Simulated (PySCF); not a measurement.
**TeAs: the SCF solver's settings**

Do solver options change the result for TeAs, or only the number of cycles?

Method: each script names its method and basis; program: PySCF 2.14.0.

6 further runs of the same task are left out: 1 for a known fault of the program, 5 that didn't finish.

## Step 1: Starting geometry

TeAs: 2 atoms, charge 0, spin multiplicity 2.

Bond lengths: Te1–As2 2.620 Å.

## Step 2: The run that the others are compared with

File input.py:

```python
from pyscf import gto, scf
from pyscf.geomopt.geometric_solver import optimize

mol = gto.M(
    atom='Te 0 0 0; As 0 0 2.62',
    basis='sbkjc',
    ecp={'Te': 'sbkjc', 'As': 'sbkjc'},
    charge=0,
    spin=1,
    verbose=4,
)
mf = scf.UHF(mol)
mf.kernel()
mol_eq = optimize(mf, maxsteps=30)
print('optimised geometry (angstrom)')
print(mol_eq.tostring('raw'))
print('orbital energies (hartree):', [e[max(0, n-3):n+3].round(4) for e, n in zip(mf.mo_energy, mol.nelec)])
```

Run with:

```
> OMP_NUM_THREADS=1 python input.py
```

The log of this run is left out.

It gives: at the starting geometry E(SCF) = -13.869217 Eh, ⟨S²⟩ = 0.778, optimised bond 2.413 Å in 5 steps; the optimisation lowers the energy by 0.287 eV.

## Step 3: Damping 0.8

Run 1 changes damping: none → 0.8.

File input.py:

```python
from pyscf import gto, scf
from pyscf.geomopt.geometric_solver import optimize

mol = gto.M(
    atom='Te 0 0 0; As 0 0 2.62',
    basis='sbkjc',
    ecp={'Te': 'sbkjc', 'As': 'sbkjc'},
    charge=0,
    spin=1,
    verbose=4,
)
mf = scf.UHF(mol)
mf.damp = 0.8
mf.diis_start_cycle = 8
mf.kernel()
mol_eq = optimize(mf, maxsteps=30)
print('optimised geometry (angstrom)')
print(mol_eq.tostring('raw'))
print('orbital energies (hartree):', [e[max(0, n-3):n+3].round(4) for e, n in zip(mf.mo_energy, mol.nelec)])
```

Run with:

```
> OMP_NUM_THREADS=1 python input.py
```

## Step 4: Cycle limit 200

Run 2 changes cycle limit: 50 → 200.

input.py, as its differences from that of step 2:

```diff
@@ -12,2 +12,3 @@
 mf = scf.UHF(mol)
+mf.max_cycle = 200
 mf.kernel()
```

## Step 5: Initial guess chk

Run 3 changes initial guess: minao → chk.

input.py, as its differences from that of step 2:

```diff
@@ -12,2 +12,3 @@
 mf = scf.UHF(mol)
+mf.init_guess = 'chk'
 mf.kernel()
```

Before running it: what results should come out? Wanted: for each run, E(SCF); from base; gap, α spin; after the SCF.

As calculated:

| run | E(SCF) (hartree) | from base (eV) | cycles | gap, α spin (eV) | after the SCF |
| --- | --- | --- | --- | --- | --- |
| base | -13.869217 | 0 | 17 | 6.42 | bond 2.413 Å, -0.287 eV |
| damping 0.8 | -13.869217 | 0.0000 | 23 | 6.42 | bond 2.413 Å, -0.287 eV |
| cycle limit 200 | -13.869217 | 0.0000 | 17 | 6.42 | bond 2.413 Å, -0.287 eV |
| initial guess chk | -13.869217 | 0.0000 | 17 | 6.42 | bond 2.413 Å, -0.287 eV |

SCF columns refer to the geometry typed in the script.

Distance from each run's final energy (log10 hartree) by cycle:

| run | cycle 1 | cycle 2 | cycle 3 | cycle 5 | cycle 8 | cycle 12 |
| --- | --- | --- | --- | --- | --- | --- |
| base | -1.3 | -1.2 | -2.5 | -3.8 | -3.0 | -5.2 |
| damping 0.8 | -1.3 | -1.8 | -2.1 | -2.3 | -2.8 | -2.7 |
| cycle limit 200 | -1.3 | -1.2 | -2.5 | -3.8 | -3.0 | -5.2 |
| initial guess chk | -1.3 | -1.2 | -2.5 | -3.8 | -3.0 | -5.2 |

In words: The SCF energy stays the same, to the digits that matter, with damping 0.8 or cycle limit 200 or initial guess chk. PySCF falls back to minao for a guess that it doesn't know or can't read, so that run repeats the base. The base needs 17 cycles and the run with damping 0.8 needs 23.
